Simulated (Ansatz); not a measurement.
# BFH2O2: a dynamics run in two tries

Wanted: a short trajectory, and a check that the input is sound. SMILES of the start: OB(O)F.

Program: Ansatz 0.2.0. Level of theory: RKS PBE0-D4/def2-SVP. These are calculated values, not measurements.

**1. The starting structure**

Bond lengths: B1–F2 1.369 Å, B1–O3 1.396 Å, O3–H4 0.994 Å, B1–O5 1.328 Å, O5–H6 1.024 Å. Angles: F2–B1–O3 116.5°, F2–B1–O5 129.2°, O3–B1–O5 112.9°, B1–O3–H4 93.6°, B1–O5–H6 103.9°.

Structure file:

```xyz
6

B    -0.0005   -0.2797    0.0931
F    -0.1928    0.2047    1.3586
O     1.3091   -0.2578   -0.3894
H     1.0429   -0.5421   -1.3036
O    -0.8966   -0.5262   -0.8553
H    -1.7958   -0.3484   -0.3977
```

**2. The run**

Input file input.yaml:

```yaml
crystal:
  periodic: [false, false, false]
  atoms:
    - { symbol: B, position_ang: [-0.000534, -0.279652, 0.09313] }
    - { symbol: F, position_ang: [-0.192759, 0.204666, 1.358613] }
    - { symbol: O, position_ang: [1.309053, -0.257793, -0.389384] }
    - { symbol: H, position_ang: [1.042878, -0.542126, -1.303634] }
    - { symbol: O, position_ang: [-0.896621, -0.526189, -0.855292] }
    - { symbol: H, position_ang: [-1.795775, -0.348394, -0.397696] }
basis:
  gaussian: { orbitals: def2-SVP }
hamiltonian:
  xc: pbe0
  dispersion: d4
md:
  timestep: 0.5
  n_steps: 25
  ensemble: nve
  temperature: 300.0
  initial_velocities: maxwell_boltzmann
  seed: 46425
  temperature_schedule: [{ n_steps: 10, end_temperature: 100.0 }]
```

Started as:

```sh
> ansatz run input.yaml --threads 1 --pin off --max-ram 2048MiB --backend cpu --events-out ev --progress --plain --runs-dir out
```

**Question.** What will these runs give? Wanted: first try.

As calculated:

| quantity | value |
| --- | --- |
| first try | refused |
| cause | a temperature schedule needs a thermostat, and a run at constant energy has none |

The fault in the first input was caught at the input check and cost nothing.
